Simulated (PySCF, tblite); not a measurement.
# C₆H₁₀BNO₂: geometry, infrared bands and NMR shifts

Aim: predict the infrared bands and NMR shifts of C₆H₁₀BNO₂ (`CCC[C@]1(C#N)COBO1`).

Computed with tblite 0.8.0 and PySCF 2.14.0, with density-fitted response routines of our own, on a single molecule in the gas phase. Atoms count from 0, in the outputs and in this text.

## Step 1: Starting geometry

20 atoms, charge 0, multiplicity 1; geometry from: force field or distance geometry start.

Bonds of the start (Å): C0–C1 1.52, C1–C2 1.49, C2–C3 1.49, C3–C4 1.49, C4–N5 1.13, C3–C6 1.51, C6–O7 1.37, O7–B8 1.46, B8–O9 1.46, O9–C3 1.39, C0–H10 1.09, C0–H11 1.11, C0–H12 1.10, C1–H13 1.11, C1–H14 1.11, C2–H15 1.13, C2–H16 1.10, C6–H17 1.10, C6–H18 1.11, B8–H19 1.17.

## Step 2: Optimising the geometry with GFN2-xTB

Job settings and geometry (Å):

```
{"job": {"kind": "relax", "xc": "GFN2-xTB", "basis": "xTB"}, "charge": 0, "multiplicity": 1}
C      2.844900     0.195900    -0.472000
C      1.528600     0.033900     0.276100
C      0.383700    -0.116200    -0.666800
C     -0.904700    -0.271400     0.075100
C     -0.815800    -1.491400     0.930000
N     -0.738800    -2.423900     1.569800
C     -2.097400    -0.340500    -0.849100
O     -2.371000     0.989600    -1.060800
B     -2.194800     1.525900     0.289200
O     -1.089400     0.821200     0.920700
H      3.455900     0.897000     0.103600
H      3.310500    -0.812000    -0.546700
H      2.656500     0.621100    -1.466700
H      1.578300    -0.828200     0.968700
H      1.352000     0.930900     0.905700
H      0.287000     0.874500    -1.200500
H      0.538700    -0.935700    -1.390900
H     -1.816700    -0.911600    -1.749300
H     -2.905700    -0.889500    -0.319800
H     -3.006800     2.141000     0.861400
```

Run with:

```bash
$ OMP_NUM_THREADS=1 python probes_run.py task.json out
```

One launch serves the whole session: the jobs run in the order shown.

**Question.** This job is followed by: GFN2-xTB harmonic vibrations, gas phase; GIAO PBE0/pcSseg-1 NMR shielding, non-relativistic, gas phase. What will the session give for the following? strongest single infrared mode (GFN2-xTB); zero-point energy (GFN2-xTB); ¹³C shifts against TMS (PBE0/pcSseg-1); ¹H shifts against TMS (PBE0/pcSseg-1, means over atoms taken as alike); ¹⁵N shifts against NH3 (PBE0/pcSseg-1); ¹⁷O shifts against H2O (PBE0/pcSseg-1); ¹¹B shifts against BF3·OEt2 (PBE0/pcSseg-1).

**Answer**, as computed:

| quantity | value |
| --- | --- |
| strongest single infrared mode (GFN2-xTB) | 1175 cm⁻¹, 375 km/mol |
| zero-point energy (GFN2-xTB) | 99.3 kcal/mol |
| ¹³C shifts against TMS (PBE0/pcSseg-1) | 125.2, 81.8, 77.0, 49.2, 22.5, 16.1 ppm |
| ¹H shifts against TMS (PBE0/pcSseg-1, means over atoms taken as alike) | 4.86, 4.29, 3.99, 2.03, 1.87, 1.61, 1.57, 1.12 ppm |
| ¹⁵N shifts against NH3 (PBE0/pcSseg-1) | 307.4 ppm |
| ¹⁷O shifts against H2O (PBE0/pcSseg-1) | 173.5, 145.8 ppm |
| ¹¹B shifts against BF3·OEt2 (PBE0/pcSseg-1) | 27.1 ppm |

Relaxing lowered the energy by 1.312 eV in 89 steps; the close pair that moved most is O7–B8, from 1.463 to 1.356 Å. All 54 modes are real, so the xTB geometry is a minimum. The strongest single mode, at 1175 cm⁻¹, moves mainly B8. Unscaled tight-binding wavenumbers are off by several per cent, some by more. Its intensities can rank the bands wrongly. The most deshielded carbon is C4 (nitrile carbon), at 125.2 ppm: C≡N carbons fall here, among the sp2 signals but without a proton. At PBE0/pcSseg-1: The largest span, 465 ppm, is at N5, where the paramagnetic term is -381 ppm.
